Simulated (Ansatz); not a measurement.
# GaSiH3 (triplet): the correlation ladder, cc-pVTZ

How much of the correlation energy of GaSiH3 (triplet) does each wave-function method recover here?

The runs use Ansatz 0.2.0, Gaussian basis; cc-pVTZ, core rule «outside noble gas», up to 19 orbitals frozen.

To be run: UHF; CCSD(T) on ROHF; CCSD(T) on UHF; BCCD(T) on ROHF; CCSDT(Q) on ROHF; CCSDT(Q) on UHF.

4 further runs of the same task are left out: 1 for a known fault of the program, 3 set aside as unsound or not needed. Runs told in other sessions of the task aren't counted.

## Step 1: The geometry

The geometry is a PBE0/def2-TZVP stationary point (not a proven minimum) of the parent state, kept for this charge and spin. No spin-orbit coupling is included. The filled d shell of Ga may be among the frozen orbitals whatever the setting's name suggests.

5 atoms, charge 0, spin multiplicity 3.

Atoms are counted from 1 here; the program's logs count them from 0.

Bond lengths: Si1–Ga2 2.262 Å, Si1–H3 1.596 Å, Si1–H4 1.596 Å, Ga2–H5 1.580 Å. Angles: Ga2–Si1–H3 61.1°, Ga2–Si1–H4 61.1°, H3–Si1–H4 81.5°, Si1–Ga2–H5 158.9°.

As a file:

| atom | x (Å) | y (Å) | z (Å) |
| --- | --- | --- | --- |
| Si1 | -0.0322 | 0.0000 | 1.6170 |
| Ga2 | -0.0211 | 0.0000 | -0.6454 |
| H3 | 0.9034 | 1.0422 | 0.8512 |
| H4 | 0.9034 | -1.0422 | 0.8512 |
| H5 | 0.5540 | 0.0000 | -2.1171 |

## Step 2: UHF

File in.yaml:

```yaml
crystal:
  periodic: [false, false, false]
  atoms:
    - {symbol: Si, position_ang: [-0.032247, -0.000001, 1.616996]}
    - {symbol: Ga, position_ang: [-0.021140, 0.000000, -0.645355]}
    - {symbol: H, position_ang: [0.903423, 1.042173, 0.851175]}
    - {symbol: H, position_ang: [0.903422, -1.042175, 0.851174]}
    - {symbol: H, position_ang: [0.554022, 0.000001, -2.117132]}
basis:
  gaussian: {orbitals: cc-pVTZ}
magnetization: {spin_polarized: true, initial_magnetization: 2}
hamiltonian: {xc: hf}
output: {orbitals: {seedname: orbitals}}
```

Run with:

```console
> ansatz run in.yaml --threads 1 --pin off --events-out ev --progress --plain --max-ram 2816MiB --backend cpu
```

Further steps of the session: CCSD(T) on ROHF; CCSD(T) on UHF; BCCD(T) on ROHF; CCSDT(Q) on ROHF; CCSDT(Q) on UHF.

Before running them: what should the planned runs give, taken together? Wanted: UCCSDT(Q) from the RHF energy; RMP2 from UCCSDT(Q); UMP2 from UCCSDT(Q); RCCSD from UCCSDT(Q); RCCSD(T) from UCCSDT(Q); UCCSD(T) from UCCSDT(Q); RCCSDT(Q) from UCCSDT(Q); T1 diagnostic.

As calculated:

```
                         quantity                      value
    UCCSDT(Q) from the ROHF energy                 -6.2988 eV
              RMP2 from UCCSDT(Q)              +123.5 kJ/mol
              UMP2 from UCCSDT(Q)              +125.4 kJ/mol
             RCCSD from UCCSDT(Q)               +31.2 kJ/mol
          RCCSD(T) from UCCSDT(Q)                +6.6 kJ/mol
          UCCSD(T) from UCCSDT(Q)                +5.8 kJ/mol
         RCCSDT(Q) from UCCSDT(Q)                +1.0 kJ/mol
levels within 1 kcal/mol (43 meV)  RCCSDT, UCCSDT, RCCSDT(Q)
                    T1 diagnostic                      0.031
```

**Reading.** RCCSD(T) lands +6.6 kJ/mol from the yardstick (1.1 % of the correlation energy). These misses are within one basis, not against nature; the frozen cores of restricted and unrestricted runs differ, which can shift their rows.
